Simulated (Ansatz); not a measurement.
**C₂H₆BFSi: basis-set convergence**

One table from this session's results is given with a row withheld; the runs are named, their logs left out.

Computed with Ansatz 0.2.0, Gaussian basis. Level: one geometry, several basis sets.

Plan: PBE0-D4/def2-SVP; ωB97M-V/def2-SVP; PBE0-D4/def2-QZVPP; ωB97M-V/def2-QZVPP; the functionals' def2-TZVPP values are taken from earlier runs.

## Structure used throughout

All runs share one geometry, relaxed beforehand with PBE0-D4 in a triple-zeta def2 set.

SMILES `C=C(F)B[SiH3]`, 11 atoms, charge 0, spin multiplicity 1.

Atoms are counted from 1 here; the program's logs count them from 0.

Bond lengths: C1–C2 1.335 Å, C1–H6 1.081 Å, C1–H7 1.085 Å, C2–F3 1.354 Å, C2–B4 1.535 Å, B4–Si5 2.014 Å, B4–H8 1.195 Å, Si5–H9 1.488 Å, Si5–H10 1.491 Å, Si5–H11 1.491 Å. Angles: C2–C1–H6 119.0°, C2–C1–H7 122.1°, H6–C1–H7 118.9°, C1–C2–F3 117.5°, C1–C2–B4 124.3°, F3–C2–B4 118.1°, C2–B4–Si5 121.4°, C2–B4–H8 115.6°, Si5–B4–H8 123.0°, B4–Si5–H9 113.1°, B4–Si5–H10 109.6°, B4–Si5–H11 109.8°, H9–Si5–H10 108.2°, H9–Si5–H11 108.2°, H10–Si5–H11 107.7°.

Geometry (Å):

```
C    -1.34805    1.84852    0.24367
C    -0.42771    0.89721    0.42120
F     0.34459    0.97311    1.53043
B    -0.19071   -0.26983   -0.54724
Si    1.22672   -1.65647   -0.19345
H    -1.97799    1.81132   -0.63395
H    -1.48432    2.65864    0.95247
H    -0.89726   -0.29257   -1.51092
H     1.28765   -2.70850   -1.24335
H     2.56257   -0.99895   -0.11501
H     0.96981   -2.31948    1.11683
```

The first run:

The input, in.yaml:

```yaml
crystal:
  periodic: [false, false, false]
  atoms:
    - {symbol: C, position_ang: [-1.348050, 1.848520, 0.243672]}
    - {symbol: C, position_ang: [-0.427708, 0.897213, 0.421205]}
    - {symbol: F, position_ang: [0.344590, 0.973106, 1.530433]}
    - {symbol: B, position_ang: [-0.190708, -0.269828, -0.547235]}
    - {symbol: Si, position_ang: [1.226721, -1.656472, -0.193449]}
    - {symbol: H, position_ang: [-1.977991, 1.811316, -0.633946]}
    - {symbol: H, position_ang: [-1.484315, 2.658637, 0.952469]}
    - {symbol: H, position_ang: [-0.897260, -0.292570, -1.510920]}
    - {symbol: H, position_ang: [1.287650, -2.708500, -1.243351]}
    - {symbol: H, position_ang: [2.562565, -0.998947, -0.115009]}
    - {symbol: H, position_ang: [0.969805, -2.319476, 1.116831]}
basis:
  gaussian: {orbitals: def2-SVP}
hamiltonian: {xc: pbe0, dispersion: d4}
output: {orbitals: {seedname: orbitals}}
```

Steps of the session up to this table: PBE0-D4 in def2-SVP; ωB97M-V in def2-SVP; PBE0-D4 in def2-QZVPP; ωB97M-V in def2-QZVPP.

One table of the session follows, with a row left open; its other results are not shown here.

It belongs to the step «Functionals by basis». 

```
functional       basis  HOMO (eV)  LUMO (eV)
   PBE0-D4    def2-SVP      -8.22      -2.73
   PBE0-D4  def2-TZVPP      -8.28      -2.77
   PBE0-D4  def2-QZVPP      -8.30      -2.78
   ωB97M-V    def2-SVP     -10.41      -0.68
   ωB97M-V  def2-TZVPP          ?          ?
   ωB97M-V  def2-QZVPP     -10.51      -0.80
```

**Question.** Estimate the row for ωB97M-V, def2-TZVPP.

As computed: HOMO (eV): -10.50; LUMO (eV): -0.77. In the column «HOMO (eV)» it lies between ωB97M-V, def2-QZVPP (-10.51) and ωB97M-V, def2-SVP (-10.41).
